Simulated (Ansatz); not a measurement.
**Nudged elastic band run: Sr$_{4}$LiCl$_{8}$, charge +1**

input.yaml

```yaml
crystal:
  lattice:
    - [6.965, 0.0, 0.0]
    - [0.0, 6.965, 0.0]
    - [0.0, 0.0, 6.965]
  atoms:
    - { symbol: Sr, position: [-0.00058348, -0.0099009, 0.00078717] }
    - { symbol: Cl, position: [0.29033944, 0.19922459, 0.20980136] }
    - { symbol: Cl, position: [0.76793974, 0.72198357, 0.73225169] }
    - { symbol: Sr, position: [0.49942107, 0.49023362, 0.00070716] }
    - { symbol: Cl, position: [0.70735619, 0.78223534, 0.20868516] }
    - { symbol: Cl, position: [0.23143941, 0.25859969, 0.7330929] }
    - { symbol: Sr, position: [0.4993629, -0.00990231, 0.50073061] }
    - { symbol: Cl, position: [0.70800763, 0.1987204, 0.79214105] }
    - { symbol: Cl, position: [0.23096779, 0.72231928, 0.26922537] }
    - { symbol: Sr, position: [-0.00042732, 0.48962387, 0.50054692] }
    - { symbol: Cl, position: [0.2914904, 0.78229017, 0.79283051] }
    - { symbol: Cl, position: [0.76702986, 0.2585386, 0.26868524] }
    - { symbol: Li, position: [0.49929317, 0.99000797, 0.00090115] }
total_charge: 1
basis:
  ecutwfc: 420.0
kpoints:
  mp_grid: { grid: [2, 2, 2] }
hamiltonian:
  xc: pbe
scf:
  occupations: { method: fermi_dirac, width: 0.02 }
  lower_state_search: "off"
neb:
  images: 5
  f_tol: 0.05
  initial_path: idpp
  max_iterations: 80
  optimiser: lbfgs
  final_atoms:
    - { symbol: Sr, position: [-0.00957758, -3.366e-05, -0.00013443] }
    - { symbol: Cl, position: [0.22117518, 0.2693567, 0.26924012] }
    - { symbol: Cl, position: [0.70136614, 0.78934483, 0.7892477] }
    - { symbol: Sr, position: [0.49077321, 0.50023074, -0.00013553] }
    - { symbol: Cl, position: [0.7592384, 0.73138635, 0.26649929] }
    - { symbol: Cl, position: [0.28281704, 0.20795032, 0.79248969] }
    - { symbol: Sr, position: [0.49077023, -3.621e-05, 0.50013315] }
    - { symbol: Cl, position: [0.75923099, 0.26659317, 0.73129353] }
    - { symbol: Cl, position: [0.28282195, 0.79260122, 0.20784024] }
    - { symbol: Sr, position: [-0.01038451, 0.50130954, 0.50122104] }
    - { symbol: Cl, position: [0.22414567, 0.73162045, 0.73150796] }
    - { symbol: Cl, position: [0.69791539, 0.20773189, 0.20763202] }
    - { symbol: Li, position: [0.49019883, 1.00023649, 0.0001377] }
  order_check: true
```

Launched with:

```bash
$ ansatz run input.yaml --threads 2 --pin off --max-ram 5120MiB --backend cpu --events-out ev --progress --plain --runs-dir out
```

Output, in part (warnings, iteration lines):

```
NEB end point (image 0): max|allowed force component| = 8.750e-3 eV/Å (the criterion of neb.relax_end_points is 1.000e-2)
NEB end point (image 6): max|allowed force component| = 9.589e-3 eV/Å (the criterion of neb.relax_end_points is 1.000e-2)
NEB iter   1: max|band force component| = 6.648e-1 eV/Å  barrier→ = 0.3628 eV  barrier← = 0.3625 eV  Δτ_max = 0.0097 Å  (56 SCF iters)
NEB iter   2: max|band force component| = 6.106e-1 eV/Å  barrier→ = 0.3426 eV  barrier← = 0.3424 eV  Δτ_max = 0.1141 Å  (20 SCF iters)
NEB iter   3: max|band force component| = 7.280e-2 eV/Å  barrier→ = 0.2313 eV  barrier← = 0.2310 eV  CI = image 3  Δτ_max = 0.0013 Å  (30 SCF iters)
NEB iter   4: max|band force component| = 6.349e-2 eV/Å  barrier→ = 0.2309 eV  barrier← = 0.2307 eV  CI = image 3  Δτ_max = 0.0199 Å  (15 SCF iters)
NEB iter   5: max|band force component| = 2.738e-2 eV/Å  barrier→ = 0.2288 eV  barrier← = 0.2285 eV  CI = image 3  CI's point: of higher order  Δτ_max = 0.2000 Å  (160 SCF iters)
NEB iter   6: max|band force component| = 9.485e-2 eV/Å  barrier→ = 0.2256 eV  barrier← = 0.2253 eV  CI = image 3  Δτ_max = 0.0015 Å  (31 SCF iters)
NEB iter   7: max|band force component| = 8.729e-2 eV/Å  barrier→ = 0.2252 eV  barrier← = 0.2249 eV  CI = image 3  Δτ_max = 0.0409 Å  (16 SCF iters)
NEB iter   8: max|band force component| = 9.482e-2 eV/Å  barrier→ = 0.2178 eV  barrier← = 0.2175 eV  CI = image 3  Δτ_max = 0.0014 Å  (27 SCF iters)
[... lines left out ...]
NEB iter  22: max|band force component| = 2.467e-1 eV/Å  barrier→ = 0.1751 eV  barrier← = 0.1748 eV  CI = image 3  Δτ_max = 0.1018 Å  (31 SCF iters)
NEB iter  23: max|band force component| = 1.455e-1 eV/Å  barrier→ = 0.1752 eV  barrier← = 0.1749 eV  CI = image 3  Δτ_max = 0.0958 Å  (30 SCF iters)
NEB iter  24: max|band force component| = 9.343e-2 eV/Å  barrier→ = 0.1749 eV  barrier← = 0.1746 eV  CI = image 3  Δτ_max = 0.0983 Å  (27 SCF iters)
```

The run converged. The band force fell under the threshold earlier too, but the program's further tests of the path sent the band on. By the program's own check the climbing image is a first-order saddle point (lowest curvatures found: -0.29 and 0.40 eV/Å²). Limits of this set-up: a small cell, in which the defect meets its images, a typed lattice constant that wasn't relaxed here, charged cell in a uniform background, uncorrected.

Final band (atoms are numbered from 1 in the order of the input):

```csv
image,path coordinate (Å),energy (eV),Cl2–Li13 (Å),Cl3–Sr10 (Å),Cl5–Li13 (Å)
0,0.00,0.000,2.52,2.80,2.51
1,0.59,0.028,2.37,2.81,2.39
2,1.18,0.110,2.45,2.92,2.45
3,1.78,0.175,2.57,3.03,2.57
4,2.38,0.107,2.59,3.10,3.10
5,2.98,0.030,2.83,3.13,3.49
6,3.58,0.000,3.25,3.48,3.23
```

Time of the run: 5.5 min on 2 threads of AMD EPYC 9R14 (Zen 4), with other jobs on the host, peak memory 1.2 GiB.
